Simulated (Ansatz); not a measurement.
**Zr3SnO8: the band gap up the ladder of functionals**

An exercise on one series of results from a longer session: the logs are not shown, and one member is left open.

The runs shown are made with Ansatz 0.2.0. PAW datasets, plane waves. The cell comes from a prototype generator: it can be a known phase or a hypothetical one. Spin polarisation is off.

## Starting point

The cell was relaxed beforehand with r2SCAN.

The symmetry is Cmmm (No. 65, orthorhombic); conventional cell a = 6.831 Å, b = 6.872 Å, c = 6.489 Å, 12.69 Å³ an atom. Near Zr stand 6 O at 2.10 Å; near Zr stand 6 O at 2.09–2.12 Å; near O stand 1 Sn at 2.08 Å and 2 Zr at 2.10–2.12 Å; near O stand 3 Zr at 2.09–2.10 Å; near Sn stand 6 O at 2.07–2.08 Å.

As a file:

```
CELL_PARAMETERS angstrom
3.43593 -3.41561 0.00000
3.43593 3.41561 0.00000
0.00000 0.00000 6.48950
ATOMIC_POSITIONS crystal
Zr 0.50000 0.50000 0.25127
Zr 0.00000 0.00000 0.00000
O 0.19372 0.19372 0.25364
O 0.80628 0.80628 0.25364
O 0.69376 0.30624 0.00000
O 0.30624 0.69376 0.00000
Zr 0.50000 0.50000 0.74873
Sn 0.00000 0.00000 0.50000
O 0.19372 0.19372 0.74636
O 0.80628 0.80628 0.74636
O 0.69737 0.30263 0.50000
O 0.30263 0.69737 0.50000
```

The first run:

Contents of input.yaml:

```yaml
crystal:
  lattice:
    - [3.4359306402, -3.4156115997, 0.0]
    - [3.4359306402, 3.4156115997, 0.0]
    - [0.0, 0.0, 6.4894971838]
  atoms:
    - { symbol: Zr, position: [0.5, 0.5, 0.2512738465] }
    - { symbol: Zr, position: [0.0, 0.0, 0.0] }
    - { symbol: O, position: [0.1937218253, 0.1937218253, 0.2536372959] }
    - { symbol: O, position: [0.8062781747, 0.8062781747, 0.2536372959] }
    - { symbol: O, position: [0.6937581527, 0.3062418473, 0.0] }
    - { symbol: O, position: [0.3062418473, 0.6937581527, 0.0] }
    - { symbol: Zr, position: [0.5, 0.5, 0.7487261535] }
    - { symbol: Sn, position: [0.0, 0.0, 0.5] }
    - { symbol: O, position: [0.1937218253, 0.1937218253, 0.7463627041] }
    - { symbol: O, position: [0.8062781747, 0.8062781747, 0.7463627041] }
    - { symbol: O, position: [0.6973704843, 0.3026295157, 0.5] }
    - { symbol: O, position: [0.3026295157, 0.6973704843, 0.5] }
kpoints:
  mp_grid: { grid: [6, 6, 4] }
  band_path:
    path:
      - [[0.0, 0.0, 0.0], [0.5, 0.5, 0.0], [0.5029481037726, 0.4970518962274, 0.0]]
      - [[0.4970518962274, -0.4970518962274, 0.0], [0.0, 0.0, 0.0], [0.0, 0.0, 0.5], [0.4970518962274, -0.4970518962274, 0.5]]
      - [[0.5029481037726, 0.4970518962274, 0.5], [0.5, 0.5, 0.5], [0.5, 0.5, 0.0]]
      - [[0.0, 0.0, 0.0], [0.5, 3.796250326379e-17, 0.0], [0.5, 3.796250326379e-17, 0.5], [0.0, 0.0, 0.5], [0.5, 0.5, 0.5]]
    npoints: 10
hamiltonian:
  xc: pbe
scf:
  occupations: { method: fermi_dirac, width: 0.02 }
  n_extra_bands: 7
output:
  forces: true
  stress: true
  eigenvalues: true
```

Steps of the session up to this table: PBE bands along the symmetry lines; r2SCAN at the same geometry; Single point with HSE06; PBE+SOC; PBE0 at the same geometry.

One table of the session follows, with a row left open; its other results are not shown here.

```
  level  gap (eV)
    PBE         ?
 r2SCAN      3.33
  HSE06      4.39
PBE+SOC      2.77
   PBE0      5.14
```

Estimate the missing values for PBE.

**Answer.** gap (eV): 2.76. In the column «gap (eV)» it is the lowest.

Meshes: PBE 6×6×4, r2SCAN 6×6×4, HSE06 4×4×2, PBE+SOC 6×6×4, PBE0 4×4×2

The gap runs from 2.76 eV (PBE) to 5.14 eV (PBE0). Against HSE06, PBE is short by 1.63 eV, at 63 % of it, and r2SCAN 76 %. PBE0 lies 0.76 eV above HSE06, which differs from it by screening the long-range exchange.

Limits of these values: Warnings in the runs' records: stress scf threshold loose, stress exchange threshold loose.
